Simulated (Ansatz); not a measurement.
# Si₂H₇N₂F: two torsions

Program: Ansatz 0.2.0. Level of theory: RKS wB97X-V/def2-SVP. These are calculated values, not measurements.

### Step 1. Where the work starts

SMILES `N[Si](N)(F)[SiH3]`, 12 atoms, charge 0, spin multiplicity 1.

Atoms are counted from 1 here; the program's logs count them from 0.

Bond lengths: N1–Si2 1.733 Å, N1–H6 1.022 Å, N1–H7 1.022 Å, Si2–N3 1.722 Å, Si2–F4 1.653 Å, Si2–Si5 2.353 Å, N3–H8 1.024 Å, N3–H9 1.022 Å, Si5–H10 1.508 Å, Si5–H11 1.506 Å, Si5–H12 1.510 Å. Angles: Si2–N1–H6 119.0°, Si2–N1–H7 118.9°, H6–N1–H7 111.0°, N1–Si2–N3 106.2°, N1–Si2–F4 103.7°, N1–Si2–Si5 119.0°, N3–Si2–F4 116.1°, N3–Si2–Si5 107.7°, F4–Si2–Si5 104.7°, Si2–N3–H8 119.5°, Si2–N3–H9 120.9°, H8–N3–H9 111.8°, Si2–Si5–H10 110.5°, Si2–Si5–H11 110.4°, Si2–Si5–H12 112.4°, H10–Si5–H11 107.8°, H10–Si5–H12 107.7°, H11–Si5–H12 107.9°.

Geometry (Å):

```csv
atom,x (Å),y (Å),z (Å)
N1,-1.7906,0.7270,0.1231
Si2,-0.4431,-0.3629,0.1405
N3,0.1075,-0.4214,1.7708
F4,-1.0693,-1.7674,-0.4654
Si5,1.4147,0.1003,-1.2269
H6,-1.6637,1.6787,0.4741
H7,-2.4260,0.7138,-0.6777
H8,-0.5725,-0.5285,2.5287
H9,1.0068,-0.8453,2.0062
H10,1.9169,1.5003,-0.9781
H11,1.0336,-0.0008,-2.6807
H12,2.5625,-0.8490,-0.9806
```

This geometry comes from a loose relaxation at PBE in a small basis, which is not shown.

### Step 3. Setting up the map

The axes are (1) dihedral H6–N1–Si2–Si5: 8 values from −180 to 135 °, periodic; (2) dihedral Si5–Si2–N3–H8: 8 values from −180 to 135 °, periodic.

Nothing else is relaxed (all other coordinates rigid). Energies count from the relaxed molecule at the same level. Points are written as (first, second).

(The set-up runs are not shown.)

### Step 4. The run at (−90°, −180°)

input.yaml reads:

```yaml
crystal:
  periodic: [false, false, false]
  atoms:
    - { symbol: "N", position_ang: [-1.760228, 0.736972, 0.088681] }
    - { symbol: Si, position_ang: [-0.433219, -0.353511, 0.132053] }
    - { symbol: "N", position_ang: [0.40966, -0.070007, 1.594601] }
    - { symbol: F, position_ang: [-1.140441, -1.82707, 0.005977] }
    - { symbol: Si, position_ang: [1.111593, -0.290711, -1.627345] }
    - { symbol: H, position_ang: [-1.704301, 1.659624, 0.505933] }
    - { symbol: H, position_ang: [-2.450165, 0.691855, -0.653625] }
    - { symbol: H, position_ang: [-0.085259, -0.056803, 2.482163] }
    - { symbol: H, position_ang: [1.388715, -0.311083, 1.708481] }
    - { symbol: H, position_ang: [1.652181, 1.093679, -1.799385] }
    - { symbol: H, position_ang: [0.465901, -0.698801, -2.911733] }
    - { symbol: H, position_ang: [2.267773, -1.205652, -1.371594] }
basis:
  gaussian: { orbitals: def2-SVP }
hamiltonian:
  xc: { name: wB97X-V }
output:
  forces: true
```

Run with:

```console
ansatz run input.yaml --threads 1 --pin off --max-ram 2560MiB --backend cpu --events-out ev --progress --plain --runs-dir out
```

**Question.** How long does this run take on 1 thread of Intel Xeon 6975P-C (Granite Rapids), shared host, and how much memory does it need?

About 9.1 s, with a peak of 0.35 GiB.
